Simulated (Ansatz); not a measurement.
# MoW3: the cost of one run

Program: Ansatz 0.2.0. Level of theory: DFT PBE, scalar-relativistic, plane waves, PAW. These are calculated values, not measurements.

3 further runs of the same task are left out: 2 that didn't finish, 1 set aside as unsound or not needed.

**1. The starting structure**

Symmetry: Pm-3m, No. 221, cubic system. Conventional cell: a = 4.446 Å, b = 4.446 Å, c = 4.446 Å, α = 90.00°, β = 90.00°, γ = 90.00°. Mo (site symmetry m-3m) has 12 W at 3.14 Å as nearest neighbours. Around W (site symmetry 4/mmm) lie 4 Mo at 3.14 Å and 8 W at 3.14 Å.

Coordinates:

```cif
data_structure
_symmetry_space_group_name_H-M 'P 1'
_symmetry_Int_Tables_number 1
_cell_length_a 4.4465
_cell_length_b 4.4465
_cell_length_c 4.4465
_cell_angle_alpha 90.000
_cell_angle_beta 90.000
_cell_angle_gamma 90.000
_cell_volume 87.91
loop_
_atom_site_label
_atom_site_type_symbol
_atom_site_fract_x
_atom_site_fract_y
_atom_site_fract_z
_atom_site_occupancy
Mo1 Mo 0.00000 0.00000 0.00000 1
W1 W 0.50000 0.50000 0.00000 1
W2 W 0.00000 0.50000 0.50000 1
W3 W 0.50000 0.00000 0.50000 1
```

A structure generator made this guess: species swapped into a database cell of Ho3Er (Pm-3m, No. 221), with W on the Ho sites and Mo on the Er sites. Lengths come from tabulated atomic sizes and are only a guess.

**2. Probe: one point on a coarse mesh**

Input file input.yaml:

```yaml
crystal:
  lattice:
    - [4.44645984, 0.0, 0.0]
    - [0.0, 4.44645984, 0.0]
    - [0.0, 0.0, 4.44645984]
  atoms:
    - { symbol: Mo, position: [0.0, 0.0, 0.0] }
    - { symbol: W, position: [0.5, 0.5, 0.0] }
    - { symbol: W, position: [0.0, 0.5, 0.5] }
    - { symbol: W, position: [0.5, 0.0, 0.5] }
basis:
  ecutwfc: 420
kpoints:
  mp_grid: { grid: [4, 4, 4] }
hamiltonian:
  xc: pbe
scf:
  occupations: { method: gaussian, width: 0.1 }
  lower_state_search: "off"
output:
  forces: true
  stress: true
  eigenvalues: true
```

Launch:

```
> ansatz run input.yaml --threads 1 --pin off --max-ram 2560MiB --backend cpu --events-out ev --progress --plain --runs-dir out
```

What time and memory should one allow on 1 thread of Arm Neoverse V1, shared host?

About 1.6 s, with a peak of 0.32 GiB.
